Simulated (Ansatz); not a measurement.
# LaCuSeO: the cost of one run

Program: Ansatz 0.2.0. Level of theory: DFT, r2SCAN, with U_eff = 3.53 eV on Cu d, no spin polarisation, plane waves, PAW. These are calculated values, not measurements.

### 1 The structure

Symmetry: P4/nmm, No. 129, tetragonal system. The conventional cell has a = 4.045 Å, b = 4.045 Å, c = 8.749 Å, α = 90.00°, β = 90.00°, γ = 90.00°. Around Cu (site symmetry -4m2) lie 4 Se at 2.51 Å and 4 Cu at 2.86 Å. La (site symmetry 4mm) has 4 O at 2.36 Å as nearest neighbours. Se (site symmetry 4mm) has 4 Cu at 2.51 Å as nearest neighbours. O (site symmetry -4m2) is surrounded by 4 La at 2.36 Å.

Structure file:

```cif
data_structure
_symmetry_space_group_name_H-M 'P 1'
_symmetry_Int_Tables_number 1
_cell_length_a 4.0446
_cell_length_b 4.0446
_cell_length_c 8.7488
_cell_angle_alpha 90.000
_cell_angle_beta 90.000
_cell_angle_gamma 90.000
_cell_volume 143.12
loop_
_atom_site_label
_atom_site_type_symbol
_atom_site_fract_x
_atom_site_fract_y
_atom_site_fract_z
_atom_site_occupancy
Cu1 Cu 0.25000 0.75000 0.50000 1
Cu2 Cu 0.75000 0.25000 0.50000 1
La1 La 0.25000 0.25000 0.13980 1
La2 La 0.75000 0.75000 0.86020 1
Se1 Se 0.25000 0.25000 0.66980 1
Se2 Se 0.75000 0.75000 0.33020 1
O1 O 0.25000 0.75000 0.00000 1
O2 O 0.75000 0.25000 0.00000 1
```

The run starts from a saved solution of this cell (checkpoint.read), perhaps found on another mesh.

### 2 The run

input.yaml reads:

```yaml
crystal:
  lattice:
    - [4.04458484, 0.0, 0.0]
    - [0.0, 4.04458484, 0.0]
    - [0.0, 0.0, 8.74875468]
  atoms:
    - { symbol: Cu, position: [0.25, 0.75, 0.5] }
    - { symbol: Cu, position: [0.75, 0.25, 0.5] }
    - { symbol: La, position: [0.25, 0.25, 0.1398] }
    - { symbol: La, position: [0.75, 0.75, 0.8602] }
    - { symbol: Se, position: [0.25, 0.25, 0.6698] }
    - { symbol: Se, position: [0.75, 0.75, 0.3302] }
    - { symbol: O, position: [0.25, 0.75, 0.0] }
    - { symbol: O, position: [0.75, 0.25, 0.0] }
  symmetry: { tolerance: 0.0003 }
kpoints:
  mp_grid: { grid: [6, 6, 3], shift: [0, 0, 0] }
  band_path:
    path:
      - [0.0, 0.0, 0.0]
      - [0.0, 0.5, 0.0]
      - [0.5, 0.5, 0.0]
      - [0.0, 0.0, 0.0]
      - [0.0, 0.0, 0.5]
      - [0.0, 0.5, 0.5]
      - [0.5, 0.5, 0.5]
      - [0.0, 0.0, 0.5]
      - [0.0, 0.5, 0.0]
      - [0.0, 0.5, 0.5]
      - [0.5, 0.5, 0.0]
    npoints: 6
magnetization:
  spin_polarized: false
scf:
  occupations: { method: fermi_dirac, width: 0.0116 }
  lower_state_search: "off"
  max_iter: 200
hamiltonian:
  pseudopotentials: { kind: paw }
  xc: r2scan
  hubbard:
    projectors: all-electron-ortho-atomic
    sites: [{ species: Cu, l: d, u_eff: 3.53 }]
basis:
  ecutwfc: 500
  fft_grid_basis: typed
output:
  forces: true
  stress: true
  eigenvalues: true
  bader: true
  populations: true
  elf: true
  write_potential: true
  volumetric_format: npy
  dos:
    e_range: [-12, 8]
    de: 0.05
    projected: { site_lists: { Cu: [Cu], La: [La], O: [O], Se: [Se] } }
checkpoint:
  read: saved_state
```

What time and memory should one allow on 1 thread of an x86-64 CPU, shared host?

About 65 s, with a peak of 1.2 GiB.
